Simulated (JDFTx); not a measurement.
# In under changes of volume

One of the cells (26.540 Å³/atom); the others are scaled copies at fixed shape and fractional positions:

```
CELL_PARAMETERS angstrom
3.33548 0.00000 0.00000
-1.66774 2.88861 0.00000
0.00000 0.00000 5.50914
ATOMIC_POSITIONS crystal
In 0.66667 0.33333 0.75000
In 0.33333 0.66667 0.25000
```

This isn't the form of In at room conditions, which is tetragonal.

* Program: JDFTx 1.7.0 (patched build)
* Functional: PBEsol
* Potentials or basis: PseudoDojo-SR-PBEsol-0.4.1-standard with smoothed tails
* Cutoff: 952 eV
* Density cutoff: 7619 eV
* k mesh: 9 × 9 × 5
* Occupations: fermi-dirac, width 0.05 eV
* Spin: no spin polarisation

| volume (Å³/atom) | energy over the lowest point (meV/atom) | pressure (GPa) |
| --- | --- | --- |
| 24.948 | 2.50 | 1.3 |
| 25.478 | 0.00 | 0.3 |
| 26.009 | 0.71 | -0.6 |
| 26.540 | 4.21 | -1.4 |
| 27.071 | 10.08 | -2.0 |
| 27.602 | ? | ? |
| 28.133 | 27.19 | -3.0 |

Question: What does the run at 27.602 Å³/atom give?

Answer: Energy over the lowest point 17.84 meV/atom; pressure -2.5 GPa.

Worked out: A Birch-Murnaghan fit of order 3 (a polynomial in V^(-2/3)) to the other rows has its minimum at 25.61 Å³/atom with B0 = V·E''(V) = 46 GPa and B' = 7.2 at fixed shape and positions, which overstates the stiffness. It gives 17.83 meV/atom at 27.602 Å³/atom, against the run's 17.84, and -dE/dV = -2.6 GPa, against -2.5.

Energies are extrapolated to zero smearing.
